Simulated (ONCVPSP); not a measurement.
# An ONCV potential for Ge, from input to tests

Task: generate the file, and judge it by its errors in other configurations, its logarithmic derivatives, its ghosts and its cutoff.

Method: ONCVPSP 4.0.1.1 (patched build), PBE, scalar-relativistic.

**1. The design**

The settings as typed:

- element: germanium (Ge, Z = 32)
- type: optimised norm-conserving Vanderbilt (ONCV)
- frozen core: [Ar]
- valence charge: 14
- reference configuration: 3d10 4s2 4p2
- partial waves: 4s: rc 1.50 bohr, ncon 4, nbas 8, qcut 4.2 1/bohr, 2 projectors, debl 0.6 Ha; 4p: rc 1.60 bohr, ncon 5, nbas 8, qcut 5.8 1/bohr, 2 projectors, debl 3.9 Ha; 3d: rc 0.90 bohr, ncon 4, nbas 8, qcut 18.6 1/bohr, 3 projectors, debl 1.8 Ha
- local potential: polynomial inside 0.70 bohr (lpopt 5, dvloc0 0 Ha)
- core correction: polynomial model core, fcfact 0.6

The outer shells as boxes (Hund's rule for the drawing; the calculation is spin-unpolarised):

```
[Ar] core
3d [↑↓][↑↓][↑↓][↑↓][↑↓]
4s [↑↓]
4p [↑ ][↑ ][  ]
```

The nodes and maxima of the atom's own shells, from an earlier all-electron run, set the scale for the radii.

All-electron outer shells of the reference configuration (PBE, scalar-relativistic, ld1.x):

```tsv
shell	level (eV)	outermost node (bohr)	outermost maximum (bohr)
3s	-168.49	0.26	0.54
3p	-115.62	0.23	0.54
3d	-29.31	–	0.50
4s	-11.73	0.77	1.75
4p	-3.90	0.82	2.22
```

**2. Generating the potential**

Contents of Ge.dat:

```
# ATOM AND REFERENCE CONFIGURATION
# atsym  z   nc   nv     iexc    psfile
  Ge 32.00    5    3        4      upf
#
#   n    l    f
    1    0    2.00
    2    0    2.00
    2    1    6.00
    3    0    2.00
    3    1    6.00
    3    2   10.00
    4    0    2.00
    4    1    2.00
#
# PSEUDOPOTENTIAL AND OPTIMIZATION
# lmax
    2
#
#   l,   rc,      ep,       ncon, nbas, qcut
    0    1.50    0.00    4    8    4.20
    1    1.60    0.00    5    8    5.80
    2    0.90    0.00    4    8   18.60
#
# LOCAL POTENTIAL
# lloc, lpopt,  rc(5),   dvloc0
    4    5    0.70    0.00
#
# VANDERBILT-KLEINMAN-BYLANDER PROJECTORs
# l, nproj, debl
    0    2    0.60
    1    2    3.90
    2    3    1.80
#
# MODEL CORE CHARGE
# icmod, fcfact, rcfact
    1    0.60    0.00
#
# LOG DERIVATIVE ANALYSIS
# epsh1, epsh2, depsh
   -3.00    5.00    0.02
#
# OUTPUT GRID
# rlmax, drl
    6.00    0.01
#
# TEST CONFIGURATIONS
# ncnf
    4
# nvcnf
#   n    l    f
    3
    3    2   10.00
    4    0    2.00
    4    1    1.00
#
    3
    3    2   10.00
    4    0    2.00
    4    1    0.00
#
    3
    3    2   10.00
    4    0    1.00
    4    1    0.00
#
    3
    3    2    9.00
    4    0    2.00
    4    1    3.00
#
```

The run is started by

```sh
$ oncvpsp.x < Ge.dat > Ge.out
```

Before running it: what results should come out? Wanted: cutoffs for 1 and 0.1 mHa per electron, occupied waves; bound ghosts; GHOST(+) flags; largest test error; largest phase difference near zero energy, channels read; rms error of d²Exc/dn², without and with the model core.

As calculated:

| quantity | value |
| --- | --- |
| cutoffs for 1 and 0.1 mHa per electron, occupied waves | 131 Ha and 147 Ha |
| bound ghosts | s at -169.94 eV, p at -202.49 eV, p at -50.48 eV |
| GHOST(+) flags | none at low energy |
| largest test error (AE − PS) | -514 meV, for 3d9 4s2 4p3 |
| largest phase difference near zero energy, channels read | 0.002 rad |
| rms error of d²Exc/dn², without and with the model core | 6.75 and 1.35 mHa |

In words: It has a bound ghost (s, p), a state that the atom doesn't have, and that rules the file out. Close by lies the frozen 3s level (-168.5 eV). By total energies transferability is poor: the largest error is 514 meV on 29.6 eV, for 3d9 4s2 4p3. By its cutoff, 131 Ha for the looser tolerance, it is very hard. At the looser tolerance the 3d wave is the slowest; 4p needs 28 Ha. Near zero energy the phases of the channels with partial waves agree within 0.002 rad. The pseudo curves have a pole with no partner nearby in the atom's: p at -1.83 Ha.
